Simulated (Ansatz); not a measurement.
KPbO3, space group Pm-3m: an equation of state with a fit, run with Ansatz 0.2.0, Python API.

The script, `eos_kpbo3.py`:
```python
# -*- coding: utf-8 -*-
"""Bulk modulus of KPbO3 from an E(V) curve."""

import warnings

import ansatz as az
import numpy as np

VECTORS = np.array([
    [4.360784, 0.0, 0.0],
    [0.0, 4.360784, 0.0],
    [0.0, 0.0, 4.360784],
])
SITES = [
    ("K", (0.0, 0.0, 0.0)),
    ("Pb", (0.5, 0.5, 0.5)),
    ("O", (0.5, 0.5, 0.0)),
    ("O", (0.5, 0.0, 0.5)),
    ("O", (0.0, 0.5, 0.5)),
]


def crystal_on(cell):
    crystal = az.Crystal(lattice=az.Lattice.of(cell))
    for symbol, position in SITES:
        crystal = crystal.atom(symbol, position)
    return crystal


def main():
    warnings.simplefilter("ignore", az.DeckWarning)

    # uniform scaling of the cell
    volumes, energies, pressures = [], [], []
    for scale in np.linspace(0.92, 1.08, 7):
        cell = VECTORS * scale ** (1 / 3)
        calc = (
            crystal_on(cell).calculation()
            .functional("pbesol")
            .occupations("fermi_dirac", width=0.3)
            .mixing("broyden", beta=0.5)
            .basis(500)
            .kpoints(5, 5, 5)
            .stress()
        )
        report = calc.run(threads=1).report
        volumes.append(abs(np.linalg.det(cell)) / len(SITES))
        energies.append(report["free_energy_ev"] / len(SITES))
        pressures.append(np.trace(report["stress_gpa"]) / 3)
        print(f"V = {volumes[-1]:8.4f} A^3/atom  F = {energies[-1]:.5f} eV/atom  P = {pressures[-1]:8.3f} GPa")

    # third-order Birch-Murnaghan: a cubic in V^(-2/3)
    x = np.array(volumes) ** (-2 / 3)
    poly = np.polynomial.Polynomial.fit(x, energies, 3).convert()
    roots = poly.deriv().roots()
    x0 = min((r.real for r in roots if abs(r.imag) < 1e-9 and poly.deriv(2)(r.real) > 0), key=lambda r: abs(r - x.mean()))
    v0 = x0 ** -1.5
    b0 = 4 / 9 * poly.deriv(2)(x0) * v0 ** (-7 / 3) * 160.21766
    b1 = 4 + 2 / 3 * x0 * poly.deriv(3)(x0) / poly.deriv(2)(x0)
    print(f"V0 = {v0:.4f} A^3/atom, B0 = {b0:.1f} GPa, dB/dP = {b1:.2f}")


if __name__ == "__main__":
    main()
```

From its runs, with one value withheld:

| V (Å³/atom) | F less the lowest row shown (meV/atom) |
| --- | --- |
| 15.258 | 5.32 |
| 15.701 | 0.00 |
| 16.143 | 1.16 |
| 16.585 | 7.77 |
| 17.028 | 18.95 |
| 17.470 | 33.96 |
| 17.912 | ? |

What is the missing energy at 17.912 Å³ an atom?

A third-order Birch-Murnaghan fit, E = E0 + (9 V0 B0 / 16) [(t - 1)³ B' + (t - 1)² (6 - 4t)] with t = (V0/V)^(2/3), through the 6 rows shown gives V0 = 15.833 Å³, B0 = 79.6 GPa, B' = 5.24 and E0 = -0.28 meV. At V = 17.912 Å³, t = 0.92105, and the fit extrapolates to 52.17 meV. The run gave 52.16 meV, a miss of 0.01 meV.

Reading the output:
- The settings weren't tested for convergence.
- The cell holds an odd number of electrons and is run without spin, so a magnetic state may lie lower.
- The mesh is modest for a metal, so energies can be off by several to tens of meV an atom and pressures by half a GPa or more; differences at equal mesh fare better.
- Pressure is positive in compression.
- Spin-orbit coupling, which matters for elements this heavy, is left out.
- The structure comes from a database of computed cells and needn't be a stable or known phase.
- Cost: about 6 core-seconds.

(A comment or docstring line of the script was reworded after the run, the code is as it ran.)
